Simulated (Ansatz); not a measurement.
# CsEu: the cost of one run

Program: Ansatz 0.2.0, driven from Python. The levels of theory stand in the script. These are calculated values, not measurements.

## 1. Starting point

It takes space group P-6m2 (No. 187, hexagonal). The conventional cell has a = 4.464 Å, b = 4.464 Å, c = 8.009 Å, α = 90.00°, β = 90.00°, γ = 120.00°. Cs (site symmetry -6m2) has 6 Cs at 4.46 Å as nearest neighbours. Eu (site symmetry -6m2) is surrounded by 6 Eu at 4.46 Å.

No structure file is read: the coordinates are typed or built in the script.

## 2. The code

The input, xc_cseu.py:

```python
import ansatz as az
import pandas as pd

cseu = (
    az.Lattice.of([4.46441988, 0.0, 0.0], [-2.23220994, 3.86630103, 0.0], [0.0, 0.0, 8.008631])
    .atom("Cs", [0.0, 0.0, 0.5])
    .atom("Eu", [2 / 3, 1 / 3, 0.0])
    .moments(Eu=7)
)

job = (
    cseu.calculation()
    .pseudopotentials("paw")
    .spin(az.SpinTreatment.COLLINEAR)
    .scf(tolerance=1e-08)
    .occupations("Marzari-Vanderbilt", width=0.3)
    .kpoints(mesh=(6, 6, 3), center="gamma")
    .basis(630)
    .stress()
)

rows = []
for value in ["pbe", "r2scan", "blyp", "revpbe"]:
    data = job.functional(value).run(threads=1, pin="off").report
    rows.append((value, data["free_energy_ev"] / len(data["lattice"]["sites"]), data["n_iterations"], sum(data["stress_gpa"][i][i] for i in range(3)) / 3, data["magnetization_mub"], data["n_kpoints"]))

table = pd.DataFrame(rows, columns=["functional", "F/atom (eV)", "iterations", "P (GPa)", "moment (muB)", "k-points"])
print(table.round(5).to_string(index=False))
```

## 3. Running it

Launch:

```bash
> python xc_cseu.py
```

Q: Estimate wall time and peak memory on 1 thread of Arm Neoverse V2, shared host.

About 5.8 min, with a peak of 1.1 GiB.
